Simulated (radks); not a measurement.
# Xe¹⁶⁺ in [Kr] 4d2: an all-electron calculation

The task here is to estimate one member of a computed series from the others.

The numbers are computed with radks (a radial shooting solver on a logarithmic mesh, Libxc functionals) version 1 (scalar-relativistic Kohn-Sham, PBE, spin-polarised, spherical densities, finite nucleus; open shells are filled with parallel spins first), except any that are marked as measured or tabulated.

## The system

```
element            : xenon (Z = 54)
charge             : +16
electrons          : 38
configuration      : [Kr] 4d2
nuclear rms radius : 4.7859 fm
```

Outer shells as boxes (Hund's rule):

Xe¹⁶⁺
```
[Kr] core
4d [↑ ][↑ ][  ][  ][  ]
```

The first run:

Settings of this run:

```text
Z 54
configuration [Kr] 4d2
relativity scalar-relativistic
functional pbe,pbe
spin polarised
nucleus finite rms 4.7859 fm
c 137.035999084
```

One table of the session follows, with a row left open; its other results are not shown here.

It belongs to the step «Shells». From the orbitals of this run (lengths in bohr):

```
  level      <r>  outermost maximum (interpolated)  90 % within  nodes
  1s up  0.02666                            0.0172       0.0480      0
1s down  0.02666                            0.0172       0.0480      0
  2s up   0.1146                            0.0969        0.177      1
2s down   0.1146                            0.0969        0.177      1
  2p up   0.1003                            0.0778        0.163      0
2p down   0.1002                            0.0778        0.163      0
  3s up   0.3049                             0.278        0.447      2
3s down   0.3048                             0.278        0.447      2
  3p up   0.3025                             0.272        0.453      1
3p down   0.3024                             0.272        0.453      1
  3d up   0.2781                             0.224        0.435      0
3d down   0.2780                             0.225        0.435      0
  4s up   0.6732                             0.641        0.957      3
4s down   0.6731                             0.640        0.957      3
  4p up   0.7007                             0.664         1.00      2
4p down        ?                                 ?            ?      ?
  4d up   0.7376                             0.686         1.08      1
4d down   0.7385                             0.686         1.08      1
```

**Question.** Estimate the row for 4p down.

The run gave: <r>: 0.7009; outermost maximum (interpolated): 0.663; 90 % within: 1.01; nodes: 2. In the column «<r>» it lies between 4p up (0.7007) and 4d up (0.7376).

To keep in mind: Open shells are spherical and high-spin; term and fine-structure splittings are not resolved.
